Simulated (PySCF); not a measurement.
**C2H5BF2O: core binding energies at several levels of theory, part 1 of 3**

How much do the core binding energies of C2H5BF2O (`CB(F)OCF`) depend on the level of theory, and what does each level cost?

The runs use PySCF 2.14.0, with density-fitted response routines of our own; the level of theory stands in each step. All values are computed, except where a source is named. Atoms are numbered from 0 throughout.

**1. Starting geometry**

11 atoms, charge 0, multiplicity 1; geometry from: PBE0-D3(BJ)/def2-SVP.

Bonds of the start (Å): C0–B1 1.56, B1–F2 1.34, B1–O3 1.36, O3–C4 1.38, C4–F5 1.36, C0–H6 1.10, C0–H7 1.10, C0–H8 1.10, C4–H9 1.10, C4–H10 1.10.

**2. Core-electron binding energies: SCAN, X2C**

The job: settings as JSON, then the geometry in Å.

```
{"job": {"kind": "xps"}, "charge": 0, "multiplicity": 1}
C      1.908994     0.124243     0.027486
B      0.358829     0.283082     0.007817
F     -0.205993     1.326799    -0.604150
O     -0.461580    -0.632969     0.592118
C     -1.830265    -0.438621     0.666358
F     -2.121920     0.352914     1.730511
H      2.306008     0.115783    -1.000521
H      2.235238    -0.786222     0.546238
H      2.363168     0.997810     0.523522
H     -2.299861    -1.422755     0.819592
H     -2.218233     0.049678    -0.243392
```

Method: delta-SCF UKS SCAN, pcX-2 on the ionised atom, pcseg-1 elsewhere, spin-free X2C.

Started as:

```bash
> OMP_NUM_THREADS=1 python probes_run.py task.json out
```

The driver reads the jobs from task.json and runs them one after another.

The program printed:

```text
ground state, core basis on atom 0 (C), 140 functions
  cycle   1  E = -379.05401774  |g| = 8.15e-01
  cycle   2  E = -378.89140576  |g| = 1.26e+00
  cycle   3  E = -379.17125186  |g| = 1.12e-01
  cycle   4  E = -379.17351492  |g| = 4.39e-02
  cycle   5  E = -379.17387788  |g| = 1.53e-02
  cycle   6  E = -379.17391409  |g| = 5.60e-03
  cycle   7  E = -379.17391927  |g| = 8.34e-04
  cycle   8  E = -379.17391982  |g| = 4.37e-04
  E(ground) = -379.17383252 Eh
hole in C 1s of atom 0
  cycle   1  E = -367.94544600  |g| = 1.50e+00
  cycle   2  E = -367.54393508  |g| = 1.63e+00
  cycle   3  E = -368.45704832  |g| = 3.20e-01
  cycle   4  E = -368.48002003  |g| = 2.02e-01
  cycle   5  E = -368.49342539  |g| = 3.52e-02
  cycle   6  E = -368.49375452  |g| = 1.42e-02
  cycle   7  E = -368.49379598  |g| = 1.00e-02
  cycle   8  E = -368.49383072  |g| = 2.69e-03
  cycle   9  E = -368.49383539  |g| = 1.11e-03
  cycle  10  E = -368.49383609  |g| = 6.94e-04
  cycle  11  E = -368.49383597  |g| = 2.32e-04
  E(ion) = -368.49301078 Eh   <S^2> = 0.7664   hole on atom = 1.000   binding energy = 290.640 eV
ground state, core basis on atom 1 (B), 140 functions
  cycle   1  E = -379.17464287  |g| = 5.62e-02
  cycle   2  E = -379.17445741  |g| = 4.98e-02
  cycle   3  E = -379.17487231  |g| = 1.99e-02
  cycle   4  E = -379.17493252  |g| = 5.65e-03
  cycle   5  E = -379.17494008  |g| = 8.58e-04
  cycle   6  E = -379.17494033  |g| = 2.91e-04
  E(ground) = -379.17620384 Eh
hole in B 1s of atom 1
  cycle   1  E = -371.49604114  |g| = 1.17e+00
  cycle   2  E = -369.13056391  |g| = 2.17e+00
  cycle   3  E = -371.63837663  |g| = 7.90e-01
  cycle   4  E = -371.84434327  |g| = 2.57e-01
  cycle   5  E = -371.85880341  |g| = 2.18e-01
  cycle   6  E = -371.87414928  |g| = 8.17e-02
  cycle   7  E = -371.87650541  |g| = 3.08e-02
  cycle   8  E = -371.87681193  |g| = 9.68e-03
  cycle   9  E = -371.87684724  |g| = 4.96e-03
  cycle  10  E = -371.87686078  |g| = 1.69e-03
  cycle  11  E = -371.87686317  |g| = 7.56e-04
  cycle  12  E = -371.87686367  |g| = 4.64e-04
  E(ion) = -371.87951223 Eh   <S^2> = 0.7747   hole on atom = 1.000   binding energy = 198.553 eV
ground state, core basis on atom 2 (F), 140 functions
  cycle   1  E = -379.21862675  |g| = 1.23e-01
  cycle   2  E = -379.21790865  |g| = 8.89e-02
  cycle   3  E = -379.21831224  |g| = 6.81e-02
  cycle   4  E = -379.21892335  |g| = 7.48e-03
  cycle   5  E = -379.21893261  |g| = 9.00e-04
  cycle   6  E = -379.21893164  |g| = 2.14e-04
  E(ground) = -379.22135405 Eh
hole in F 1s of atom 2
  cycle   1  E = -352.85876968  |g| = 2.58e+00
  cycle   2  E = -352.81804344  |g| = 2.11e+00
  cycle   3  E = -353.66800192  |g| = 4.46e-01
  cycle   4  E = -353.65544652  |g| = 4.61e-01
  cycle   5  E = -353.73639265  |g| = 5.08e-02
  cycle   6  E = -353.73717299  |g| = 2.82e-02
  cycle   7  E = -353.73750816  |g| = 6.22e-03
  cycle   8  E = -353.73751826  |g| = 3.19e-03
  cycle   9  E = -353.73752177  |g| = 3.94e-04
  E(ion) = -353.74678591 Eh   <S^2> = 0.7565   hole on atom = 1.000   binding energy = 693.198 eV
ground state, core basis on atom 3 (O), 140 functions
  cycle   1  E = -379.20296867  |g| = 1.44e-01
  cycle   2  E = -379.19793505  |g| = 2.09e-01
  cycle   3  E = -379.20470634  |g| = 3.62e-02
  cycle   4  E = -379.20486506  |g| = 1.92e-02
  cycle   5  E = -379.20492306  |g| = 1.48e-03
  cycle   6  E = -379.20492286  |g| = 3.64e-04
  E(ground) = -379.20275411 Eh
hole in O 1s of atom 3
  cycle   1  E = -358.56742114  |g| = 2.23e+00
  cycle   2  E = -357.96895937  |g| = 2.30e+00
  cycle   3  E = -359.26183210  |g| = 6.04e-01
  cycle   4  E = -359.31750940  |g| = 4.36e-01
  cycle   5  E = -359.37684199  |g| = 5.44e-02
  cycle   6  E = -359.37765928  |g| = 2.26e-02
  cycle   7  E = -359.37788044  |g| = 6.87e-03
  cycle   8  E = -359.37789069  |g| = 3.97e-03
  cycle   9  E = -359.37789628  |g| = 8.19e-04
  cycle  10  E = -359.37789688  |g| = 2.98e-04
  E(ion) = -359.37733925 Eh   <S^2> = 0.7618   hole on atom = 1.000   binding energy = 539.477 eV
ground state, core basis on atom 4 (C), 140 functions
  cycle   1  E = -379.17959084  |g| = 9.80e-02
  cycle   2  E = -379.17680329  |g| = 1.48e-01
  cycle   3  E = -379.18064763  |g| = 2.17e-02
  cycle   4  E = -379.18070388  |g| = 1.33e-02
  cycle   5  E = -379.18073262  |g| = 9.32e-04
  cycle   6  E = -379.18073179  |g| = 2.63e-04
  E(ground) = -379.18017602 Eh
hole in C 1s of atom 4
  cycle   1  E = -367.79928514  |g| = 1.49e+00
  cycle   2  E = -363.02727264  |g| = 3.13e+00
  cycle   3  E = -368.01306949  |g| = 8.44e-01
  cycle   4  E = -368.25364185  |g| = 4.84e-01
  cycle   5  E = -368.32538904  |g| = 1.58e-01
  cycle   6  E = -368.33312086  |g| = 5.26e-02
  cycle   7  E = -368.33425347  |g| = 1.79e-02
  cycle   8  E = -368.33435948  |g| = 9.13e-03
  cycle   9  E = -368.33439666  |g| = 2.94e-03
  cycle  10  E = -368.33440065  |g| = 2.19e-03
  cycle  11  E = -368.33440417  |g| = 8.55e-04
  cycle  12  E = -368.33440453  |g| = 3.05e-04
  E(ion) = -368.33515054 Eh   <S^2> = 0.7735   hole on atom = 1.000   binding energy = 295.108 eV
ground state, core basis on atom 5 (F), 140 functions
  cycle   1  E = -379.22027236  |g| = 1.17e-01
  cycle   2  E = -379.21997982  |g| = 5.90e-02
  cycle   3  E = -379.21990036  |g| = 6.40e-02
  cycle   4  E = -379.22045425  |g| = 6.33e-03
  cycle   5  E = -379.22046260  |g| = 1.27e-03
  cycle   6  E = -379.22046309  |g| = 3.09e-04
  E(ground) = -379.22243310 Eh
hole in F 1s of atom 5
  cycle   1  E = -352.86504756  |g| = 2.58e+00
  cycle   2  E = -352.65923228  |g| = 2.22e+00
  cycle   3  E = -353.63518875  |g| = 5.57e-01
  cycle   4  E = -353.66492888  |g| = 4.61e-01
  cycle   5  E = -353.74432200  |g| = 5.74e-02
  cycle   6  E = -353.74503841  |g| = 3.80e-02
  cycle   7  E = -353.74552515  |g| = 6.54e-03
  cycle   8  E = -353.74553876  |g| = 2.83e-03
  cycle   9  E = -353.74554027  |g| = 6.35e-04
  cycle  10  E = -353.74554088  |g| = 1.36e-04
  E(ion) = -353.75440629 Eh   <S^2> = 0.7570   hole on atom = 1.000   binding energy = 693.020 eV
```

Wall time 34 s (1 thread of Arm Neoverse V1, shared host); peak memory 0.51 GiB.

The holes in one table. −ε is the ground-state orbital energy:

```
     hole  stands for                environment  ΔSCF (eV)  −ε (eV)   ⟨S²⟩
C1s on C0          C0  methyl carbon bonded to B     290.64    273.2  0.766
B1s on B1          B1    boron bonded to C, F, O     198.55    182.0  0.775
F1s on F2          F2       fluorine bonded to B     693.20    666.9  0.756
O1s on O3          O3      oxygen bonded to C, B     539.48    517.6  0.762
C1s on C4          C4  sp3 CH2 bonded to F and O     295.11    277.4  0.773
F1s on F5          F5  fluorine on an sp3 carbon     693.02    666.8  0.757
```

**3. X-ray photoelectron lines: B3LYP, X2C**

Same as in step 2 but for these lines:

```diff
@@ -1,2 +1,2 @@
-{"job": {"kind": "xps"}, "charge": 0, "multiplicity": 1}
+{"job": {"kind": "xps", "xc": "B3LYP"}, "charge": 0, "multiplicity": 1}
 C      1.908994     0.124243     0.027486
```

With the program's defaults for keys left out, this is: delta-SCF UKS B3LYP, pcX-2 on the ionised atom, pcseg-1 elsewhere, spin-free X2C.

The program printed:

```text
ground state, core basis on atom 0 (C), 140 functions
  cycle   1  E = -379.18465308  |g| = 8.20e-01
  cycle   2  E = -379.06198674  |g| = 1.18e+00
  cycle   3  E = -379.30508673  |g| = 8.43e-02
  cycle   4  E = -379.30623358  |g| = 4.01e-02
  cycle   5  E = -379.30653891  |g| = 1.04e-02
  cycle   6  E = -379.30655533  |g| = 3.25e-03
  cycle   7  E = -379.30655733  |g| = 2.33e-04
  E(ground) = -379.30669870 Eh
hole in C 1s of atom 0
  cycle   1  E = -368.08043588  |g| = 1.51e+00
  cycle   2  E = -367.76786270  |g| = 1.58e+00
  cycle   3  E = -368.59729879  |g| = 2.57e-01
  cycle   4  E = -368.61616142  |g| = 1.32e-01
  cycle   5  E = -368.62191823  |g| = 1.90e-02
  cycle   6  E = -368.62204284  |g| = 7.68e-03
  cycle   7  E = -368.62206221  |g| = 2.72e-03
  cycle   8  E = -368.62206599  |g| = 1.03e-03
  cycle   9  E = -368.62206695  |g| = 4.51e-04
  E(ion) = -368.62223790 Eh   <S^2> = 0.7588   hole on atom = 1.000   binding energy = 290.739 eV
ground state, core basis on atom 1 (B), 140 functions
  cycle   1  E = -379.30925029  |g| = 3.69e-02
  cycle   2  E = -379.30925557  |g| = 2.20e-02
  cycle   3  E = -379.30932137  |g| = 1.26e-02
  cycle   4  E = -379.30934677  |g| = 2.72e-03
  cycle   5  E = -379.30934815  |g| = 3.78e-04
  E(ground) = -379.30949943 Eh
hole in B 1s of atom 1
  cycle   1  E = -371.61473643  |g| = 1.17e+00
  cycle   2  E = -369.49329697  |g| = 2.04e+00
  cycle   3  E = -371.79065231  |g| = 7.27e-01
  cycle   4  E = -371.96989246  |g| = 2.35e-01
  cycle   5  E = -371.98901874  |g| = 1.63e-01
  cycle   6  E = -371.99717094  |g| = 5.87e-02
  cycle   7  E = -371.99839386  |g| = 2.35e-02
  cycle   8  E = -371.99857878  |g| = 5.15e-03
  cycle   9  E = -371.99859035  |g| = 2.14e-03
  cycle  10  E = -371.99859436  |g| = 8.16e-04
  cycle  11  E = -371.99859556  |g| = 3.17e-04
  E(ion) = -371.99867949 Eh   <S^2> = 0.7606   hole on atom = 1.000   binding energy = 198.938 eV
ground state, core basis on atom 2 (F), 140 functions
  cycle   1  E = -379.35761149  |g| = 8.44e-02
  cycle   2  E = -379.35741008  |g| = 5.12e-02
  cycle   3  E = -379.35754713  |g| = 4.03e-02
  cycle   4  E = -379.35777941  |g| = 4.23e-03
  cycle   5  E = -379.35778131  |g| = 1.02e-03
  cycle   6  E = -379.35778157  |g| = 1.25e-04
  E(ground) = -379.35767877 Eh
hole in F 1s of atom 2
  cycle   1  E = -353.00707571  |g| = 2.60e+00
  cycle   2  E = -353.06683998  |g| = 2.07e+00
  cycle   3  E = -353.85648859  |g| = 3.48e-01
  cycle   4  E = -353.85091475  |g| = 3.40e-01
  cycle   5  E = -353.89377635  |g| = 2.65e-02
  cycle   6  E = -353.89399623  |g| = 1.30e-02
  cycle   7  E = -353.89406694  |g| = 2.20e-03
  cycle   8  E = -353.89406851  |g| = 8.10e-04
  cycle   9  E = -353.89406956  |g| = 1.52e-04
  E(ion) = -353.89391774 Eh   <S^2> = 0.7543   hole on atom = 1.000   binding energy = 692.904 eV
ground state, core basis on atom 3 (O), 140 functions
  cycle   1  E = -379.33492613  |g| = 9.40e-02
  cycle   2  E = -379.33363212  |g| = 1.14e-01
  cycle   3  E = -379.33562528  |g| = 2.26e-02
  cycle   4  E = -379.33569461  |g| = 8.91e-03
  cycle   5  E = -379.33570773  |g| = 7.25e-04
  cycle   6  E = -379.33570775  |g| = 1.38e-04
  E(ground) = -379.33606000 Eh
hole in O 1s of atom 3
  cycle   1  E = -358.71195673  |g| = 2.24e+00
  cycle   2  E = -358.30105877  |g| = 2.21e+00
  cycle   3  E = -359.45997588  |g| = 4.39e-01
  cycle   4  E = -359.48914259  |g| = 3.06e-01
  cycle   5  E = -359.51836830  |g| = 3.41e-02
  cycle   6  E = -359.51869738  |g| = 1.07e-02
  cycle   7  E = -359.51875000  |g| = 2.45e-03
  cycle   8  E = -359.51875095  |g| = 1.36e-03
  cycle   9  E = -359.51875210  |g| = 3.09e-04
  E(ion) = -359.51899262 Eh   <S^2> = 0.7566   hole on atom = 1.000   binding energy = 539.250 eV
ground state, core basis on atom 4 (C), 140 functions
  cycle   1  E = -379.31203315  |g| = 6.91e-02
  cycle   2  E = -379.31119297  |g| = 8.94e-02
  cycle   3  E = -379.31255233  |g| = 1.35e-02
  cycle   4  E = -379.31257525  |g| = 7.15e-03
  cycle   5  E = -379.31258520  |g| = 7.18e-04
  cycle   6  E = -379.31258547  |g| = 1.49e-04
  E(ground) = -379.31271238 Eh
hole in C 1s of atom 4
  cycle   1  E = -367.93387244  |g| = 1.50e+00
  cycle   2  E = -365.98048910  |g| = 2.47e+00
  cycle   3  E = -368.36018625  |g| = 4.59e-01
  cycle   4  E = -368.43773434  |g| = 2.53e-01
  cycle   5  E = -368.46207292  |g| = 8.28e-02
  cycle   6  E = -368.46413898  |g| = 2.73e-02
  cycle   7  E = -368.46440939  |g| = 6.97e-03
  cycle   8  E = -368.46443059  |g| = 4.17e-03
  cycle   9  E = -368.46443956  |g| = 1.42e-03
  cycle  10  E = -368.46444120  |g| = 7.05e-04
  cycle  11  E = -368.46444140  |g| = 2.75e-04
  E(ion) = -368.46452977 Eh   <S^2> = 0.7617   hole on atom = 1.000   binding energy = 295.194 eV
ground state, core basis on atom 5 (F), 140 functions
  cycle   1  E = -379.35829828  |g| = 8.24e-02
  cycle   2  E = -379.35812625  |g| = 4.69e-02
  cycle   3  E = -379.35821929  |g| = 3.90e-02
  cycle   4  E = -379.35842844  |g| = 2.76e-03
  cycle   5  E = -379.35843089  |g| = 7.23e-04
  cycle   6  E = -379.35842940  |g| = 7.66e-05
  E(ground) = -379.35860457 Eh
hole in F 1s of atom 5
  cycle   1  E = -353.01207644  |g| = 2.60e+00
  cycle   2  E = -352.96645432  |g| = 2.15e+00
  cycle   3  E = -353.84751872  |g| = 4.13e-01
  cycle   4  E = -353.85541972  |g| = 3.54e-01
  cycle   5  E = -353.90131268  |g| = 2.87e-02
  cycle   6  E = -353.90149764  |g| = 1.72e-02
  cycle   7  E = -353.90159528  |g| = 2.54e-03
  cycle   8  E = -353.90159751  |g| = 9.02e-04
  cycle   9  E = -353.90159844  |g| = 2.31e-04
  E(ion) = -353.90177993 Eh   <S^2> = 0.7549   hole on atom = 1.000   binding energy = 692.715 eV
```

Wall time 40 s (1 thread of Arm Neoverse V1, shared host); peak memory 0.54 GiB.

Binding energies by hole, beside the orbital energy of the ground state; the difference holds orbital relaxation and, for a density functional, its self-interaction error:

```
     hole  stands for                environment  ΔSCF (eV)  −ε (eV)   ⟨S²⟩
C1s on C0          C0  methyl carbon bonded to B     290.74    276.6  0.759
B1s on B1          B1    boron bonded to C, F, O     198.94    185.7  0.761
F1s on F2          F2       fluorine bonded to B     692.90    672.3  0.754
O1s on O3          O3      oxygen bonded to C, B     539.25    521.8  0.757
C1s on C4          C4  sp3 CH2 bonded to F and O     295.19    280.7  0.762
F1s on F5          F5  fluorine on an sp3 carbon     692.72    672.2  0.755
```

**4. X-ray photoelectron lines: PBE0, X2C**

Same as in step 3 but for these lines:

```diff
@@ -1,2 +1,2 @@
-{"job": {"kind": "xps", "xc": "B3LYP"}, "charge": 0, "multiplicity": 1}
+{"job": {"kind": "xps", "xc": "PBE0"}, "charge": 0, "multiplicity": 1}
 C      1.908994     0.124243     0.027486
```

Level: delta-SCF UKS PBE0, pcX-2 on the ionised atom, pcseg-1 elsewhere, spin-free X2C.

The program printed:

```text
ground state, core basis on atom 0 (C), 140 functions
  cycle   1  E = -378.78913621  |g| = 7.50e-01
  cycle   2  E = -378.71771752  |g| = 1.00e+00
  cycle   3  E = -378.89122053  |g| = 6.56e-02
  cycle   4  E = -378.89188873  |g| = 3.22e-02
  cycle   5  E = -378.89209519  |g| = 7.63e-03
  cycle   6  E = -378.89210279  |g| = 2.86e-03
  cycle   7  E = -378.89210361  |g| = 1.75e-04
  E(ground) = -378.89222881 Eh
hole in C 1s of atom 0
  cycle   1  E = -367.68695157  |g| = 1.51e+00
  cycle   2  E = -367.48930127  |g| = 1.46e+00
  cycle   3  E = -368.20606768  |g| = 2.40e-01
  cycle   4  E = -368.22373138  |g| = 1.12e-01
  cycle   5  E = -368.22787130  |g| = 1.60e-02
  cycle   6  E = -368.22796833  |g| = 5.82e-03
  cycle   7  E = -368.22798067  |g| = 2.67e-03
  cycle   8  E = -368.22798470  |g| = 1.00e-03
  cycle   9  E = -368.22798568  |g| = 4.30e-04
  E(ion) = -368.22812242 Eh   <S^2> = 0.7616   hole on atom = 1.000   binding energy = 290.185 eV
ground state, core basis on atom 1 (B), 140 functions
  cycle   1  E = -378.89500551  |g| = 4.85e-02
  cycle   2  E = -378.89502607  |g| = 1.98e-02
  cycle   3  E = -378.89506848  |g| = 1.41e-02
  cycle   4  E = -378.89510375  |g| = 2.47e-03
  cycle   5  E = -378.89510414  |g| = 2.72e-04
  E(ground) = -378.89521203 Eh
hole in B 1s of atom 1
  cycle   1  E = -371.22723188  |g| = 1.18e+00
  cycle   2  E = -370.33564688  |g| = 1.61e+00
  cycle   3  E = -371.49980482  |g| = 5.12e-01
  cycle   4  E = -371.59809607  |g| = 1.66e-01
  cycle   5  E = -371.60796663  |g| = 6.67e-02
  cycle   6  E = -371.60936703  |g| = 2.65e-02
  cycle   7  E = -371.60964159  |g| = 1.22e-02
  cycle   8  E = -371.60970509  |g| = 4.42e-03
  cycle   9  E = -371.60972284  |g| = 2.10e-03
  cycle  10  E = -371.60972927  |g| = 1.34e-03
  cycle  11  E = -371.60973198  |g| = 4.23e-04
  E(ion) = -371.60977446 Eh   <S^2> = 0.7668   hole on atom = 1.000   binding energy = 198.247 eV
ground state, core basis on atom 2 (F), 140 functions
  cycle   1  E = -378.94385395  |g| = 1.11e-01
  cycle   2  E = -378.94371541  |g| = 4.44e-02
  cycle   3  E = -378.94367855  |g| = 4.72e-02
  cycle   4  E = -378.94399852  |g| = 3.17e-03
  cycle   5  E = -378.94400013  |g| = 7.69e-04
  cycle   6  E = -378.94399944  |g| = 1.10e-04
  E(ground) = -378.94395810 Eh
hole in F 1s of atom 2
  cycle   1  E = -352.61247705  |g| = 2.60e+00
  cycle   2  E = -352.76581915  |g| = 1.96e+00
  cycle   3  E = -353.47401376  |g| = 3.08e-01
  cycle   4  E = -353.47379809  |g| = 2.79e-01
  cycle   5  E = -353.50271261  |g| = 2.14e-02
  cycle   6  E = -353.50286134  |g| = 9.91e-03
  cycle   7  E = -353.50290141  |g| = 1.78e-03
  cycle   8  E = -353.50290271  |g| = 7.63e-04
  cycle   9  E = -353.50290275  |g| = 1.43e-04
  E(ion) = -353.50280522 Eh   <S^2> = 0.7549   hole on atom = 1.000   binding energy = 692.289 eV
ground state, core basis on atom 3 (O), 140 functions
  cycle   1  E = -378.92143427  |g| = 1.20e-01
  cycle   2  E = -378.92009795  |g| = 1.23e-01
  cycle   3  E = -378.92235264  |g| = 3.15e-02
  cycle   4  E = -378.92249859  |g| = 8.96e-03
  cycle   5  E = -378.92251126  |g| = 7.01e-04
  cycle   6  E = -378.92251182  |g| = 1.42e-04
  E(ground) = -378.92281719 Eh
hole in O 1s of atom 3
  cycle   1  E = -358.31325120  |g| = 2.24e+00
  cycle   2  E = -358.03403009  |g| = 2.09e+00
  cycle   3  E = -359.07385779  |g| = 4.00e-01
  cycle   4  E = -359.10152011  |g| = 2.57e-01
  cycle   5  E = -359.12241270  |g| = 2.97e-02
  cycle   6  E = -359.12267085  |g| = 8.29e-03
  cycle   7  E = -359.12270255  |g| = 2.03e-03
  cycle   8  E = -359.12270345  |g| = 1.19e-03
  cycle   9  E = -359.12270403  |g| = 3.29e-04
  E(ion) = -359.12291815 Eh   <S^2> = 0.7579   hole on atom = 1.000   binding energy = 538.783 eV
ground state, core basis on atom 4 (C), 140 functions
  cycle   1  E = -378.89820608  |g| = 8.39e-02
  cycle   2  E = -378.89737004  |g| = 9.26e-02
  cycle   3  E = -378.89880403  |g| = 1.97e-02
  cycle   4  E = -378.89886536  |g| = 6.76e-03
  cycle   5  E = -378.89887397  |g| = 5.22e-04
  cycle   6  E = -378.89887356  |g| = 1.30e-04
  E(ground) = -378.89898917 Eh
hole in C 1s of atom 4
  cycle   1  E = -367.54378476  |g| = 1.50e+00
  cycle   2  E = -366.70614007  |g| = 1.97e+00
  cycle   3  E = -368.01931953  |g| = 3.66e-01
  cycle   4  E = -368.06317706  |g| = 1.60e-01
  cycle   5  E = -368.07192765  |g| = 4.51e-02
  cycle   6  E = -368.07256553  |g| = 1.62e-02
  cycle   7  E = -368.07267175  |g| = 4.18e-03
  cycle   8  E = -368.07268185  |g| = 2.27e-03
  cycle   9  E = -368.07268623  |g| = 1.05e-03
  cycle  10  E = -368.07268665  |g| = 3.91e-04
  E(ion) = -368.07278341 Eh   <S^2> = 0.7656   hole on atom = 1.000   binding energy = 294.596 eV
ground state, core basis on atom 5 (F), 140 functions
  cycle   1  E = -378.94456457  |g| = 1.10e-01
  cycle   2  E = -378.94443244  |g| = 4.40e-02
  cycle   3  E = -378.94441490  |g| = 4.57e-02
  cycle   4  E = -378.94470851  |g| = 2.49e-03
  cycle   5  E = -378.94470892  |g| = 6.76e-04
  cycle   6  E = -378.94470919  |g| = 9.34e-05
  E(ground) = -378.94491350 Eh
hole in F 1s of atom 5
  cycle   1  E = -352.61715597  |g| = 2.59e+00
  cycle   2  E = -352.68218211  |g| = 2.03e+00
  cycle   3  E = -353.46952448  |g| = 3.60e-01
  cycle   4  E = -353.47829130  |g| = 2.91e-01
  cycle   5  E = -353.50947751  |g| = 2.31e-02
  cycle   6  E = -353.50960876  |g| = 1.27e-02
  cycle   7  E = -353.50966043  |g| = 2.02e-03
  cycle   8  E = -353.50966195  |g| = 7.10e-04
  cycle   9  E = -353.50966252  |g| = 2.27e-04
  E(ion) = -353.50986777 Eh   <S^2> = 0.7555   hole on atom = 1.000   binding energy = 692.123 eV
```

It took 38 s on 1 thread of Arm Neoverse V1, shared host; peak memory 0.52 GiB.

Binding energies by hole, beside the orbital energy of the ground state; the difference holds orbital relaxation and, for a density functional, its self-interaction error:

```
     hole  stands for                environment  ΔSCF (eV)  −ε (eV)   ⟨S²⟩
C1s on C0          C0  methyl carbon bonded to B     290.19    277.9  0.762
B1s on B1          B1    boron bonded to C, F, O     198.25    186.6  0.767
F1s on F2          F2       fluorine bonded to B     692.29    674.7  0.755
O1s on O3          O3      oxygen bonded to C, B     538.78    524.0  0.758
C1s on C4          C4  sp3 CH2 bonded to F and O     294.60    282.0  0.766
F1s on F5          F5  fluorine on an sp3 carbon     692.12    674.6  0.756
```

(Continued in part 2 of 3.)
